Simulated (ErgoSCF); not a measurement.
# SnH2F (SMILES [F][SnH2]) at UHF/3-21G

What is the vertical electron affinity of SnH2F at UHF/3-21G? 

The results are computed with ErgoSCF 3.8.

6 further runs of the same task are left out: 2 that didn't finish, 4 set aside as unsound or not needed.

## 1. The system as given

SnH2F has 4 atoms, charge 0, and is taken as a doublet. As SMILES, `[F][SnH2]`. Geometry: relaxed at PBE0-D4/def2-TZVP.

Bond lengths: F1–Sn2 1.932 Å, Sn2–H3 1.726 Å, Sn2–H4 1.726 Å. Angles: F1–Sn2–H3 103.3°, F1–Sn2–H4 103.3°, H3–Sn2–H4 113.3°.

## 2. A single-point energy at UHF/3-21G

Contents of input.xyz:

```xyz
4
FH2Sn
F     -1.552600    -0.190000     0.640700
Sn     0.028300    -0.242200    -0.468300
H      1.184100    -1.054400     0.524100
H      0.395700     1.426200    -0.716700
```

Contents of job.ego:

```
set_nthreads("env")
molecule "input.xyz"
scf.max_number_of_iterations = 100
basis = "3-21G"
charge = 0
spin_polarization = 1
tmpdir = "."
scf.output_mulliken_pop = 1
run "HF"
```

Launch:

```bash
$ ergo job.ego
```

The program printed:

```text
[...]
INSC SCF_general constructor, number of basis functions: 44
[...]
INSC Energy   1 =      -5109.52184268159
[...]
INDE PURIFICATION CONVERGED after 38 iterations
[...]
INDE PURIFICATION CONVERGED after 45 iterations
[...]
INDE PURIFICATION CONVERGED after 32 iterations
[...]
INDE E(LUMO) - E(HOMO) <=          0.49535994910 =         13.47943097012 eV
[...]
INSC Energy  20 =      -6096.32344535066  ( diff     -0.000000000006366 )
[...]
RESC CONVERGED after  20 iterations.
RESC FINAL ENERGY:      -6096.32344535066
RESC FINAL <S2> =          0.75204821828
[...]
INSC SCF: dipole_moment_x [atomic units] =       0.80526196
INSC SCF: dipole_moment_y [atomic units] =      -0.20924598
INSC SCF: dipole_moment_z [atomic units] =      -0.93022316
[...]
```

Run time: 15 s. Hardware: 1 thread of Intel Xeon Platinum 8259CL at 2.50GHz (Skylake/Cascade Lake), shared host; peak memory 0.27 GiB.

## 3. The singlet anion, same level

Contents of geom.xyz:

```xyz
4
FH2Sn
F     -1.552600    -0.190000     0.640700
Sn     0.028300    -0.242200    -0.468300
H      1.184100    -1.054400     0.524100
H      0.395700     1.426200    -0.716700
```

Contents of run.inp:

```
set_nthreads("env")
basis = "3-21G"
scf.output_mulliken_pop = 1
scf.max_number_of_iterations = 100
tmpdir = "."
charge = -1
scf.force_unrestricted = 1
molecule "geom.xyz"
run "HF"
```

Launch:

```bash
$ ergo < run.inp
```

The program printed:

```text
[...]
INSC SCF_general constructor, number of basis functions: 44
[...]
INSC Energy   1 =      -5170.35280140720
[...]
INDE PURIFICATION CONVERGED after 40 iterations
[...]
INDE PURIFICATION CONVERGED after 40 iterations
[...]
INDE PURIFICATION CONVERGED after 34 iterations
[...]
INDE E(LUMO) - E(HOMO) <=          0.38858862275 =         10.57403515504 eV
[...]
INSC Energy  17 =      -6096.33944505940  ( diff     -0.000000000013642 )
[...]
RESC CONVERGED after  17 iterations.
RESC FINAL ENERGY:      -6096.33944505940
RESC FINAL <S2> =          0.00000000000
[...]
INSC SCF: dipole_moment_x [atomic units] =       0.84710100
INSC SCF: dipole_moment_y [atomic units] =       0.71663507
INSC SCF: dipole_moment_z [atomic units] =       0.83015679
[...]
```

Run time: 14 s. Hardware: 1 thread of Intel Xeon Platinum 8259CL at 2.50GHz (Skylake/Cascade Lake), shared host; peak memory 0.27 GiB.

## 4. Results

At UHF/3-21G:

| quantity | value |
| --- | --- |
| doublet SnH2F: total energy | -6096.32345 Eh |
| doublet SnH2F: dipole moment | 3.17 D |
| doublet SnH2F: ⟨S²⟩ | 0.752 |
| singlet anion: total energy | -6096.33945 Eh |
| vertical electron affinity (to the singlet anion) | 0.435 eV |

**Reading.** At fixed nuclei the extra electron is bound by 0.44 eV (10.0 kcal/mol). The basis has no diffuse functions, so the error can be as large as this value. Relativity is left out (doublet SnH2F) although the molecule holds a heavy atom. Relativity is left out (singlet anion) although the molecule holds a heavy atom.
